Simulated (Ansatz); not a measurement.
Runs of Ansatz 0.2.0 on GdO. Symmetry: F-43m, No. 216, cubic system. Conventional cell: a = 5.400 Å, b = 5.400 Å, c = 5.400 Å, α = 90.00°, β = 90.00°, γ = 90.00°. Around Gd (site symmetry -43m) lie 4 O at 2.34 Å. Around O (site symmetry -43m) lie 4 Gd at 2.34 Å. The cell comes from a database or a generator and needn't be the stable form of this composition.

| level | spin | U | gap on the mesh (eV) | pressure (GPa) | moment (μB) |
| --- | --- | --- | --- | --- | --- |
| PBEsol+U | off | Gd f U = 4 eV | - | -5.0 | - |
| PBEsol+U | collinear, random start | Gd f U = 5 eV | none | (b) | 7.87 |
| PBE+U | non-collinear, random start | Gd f U = 7 eV | none | 0.0 | 7.92 |
| PBEsol+U | collinear, random start | Gd f U = 4 eV | none | (a) | 7.86 |
| PBE+U | off | Gd f U = 8 eV | - | -2.0 | - |

Alike in all rows: task single point; potentials or basis Ansatz PAW; cell as given; k mesh 6 × 6 × 6; cutoff (eV) 420; smearing gaussian 0.05 eV.

**Question.** Fill in the values left out.

**Answer.** (a) -4.1; (b) -4.0.

Caveats: the magnetic or orbital state may not be the lowest; the PAW data sets come from PBE, with cores solved anew for the run's functional, which leaves a small shift of forces and pressure (some runs); spin-orbit coupling is left out, which moves the levels of the heavy elements (some runs); a cell with one magnetic atom can't hold antiferromagnetic order, which such compounds often take (some runs).

A k mesh can miss the band edges, and the runs leave out spin-orbit coupling on Gd.

A gap of «none» marks a metal or a gap under the smearing width.
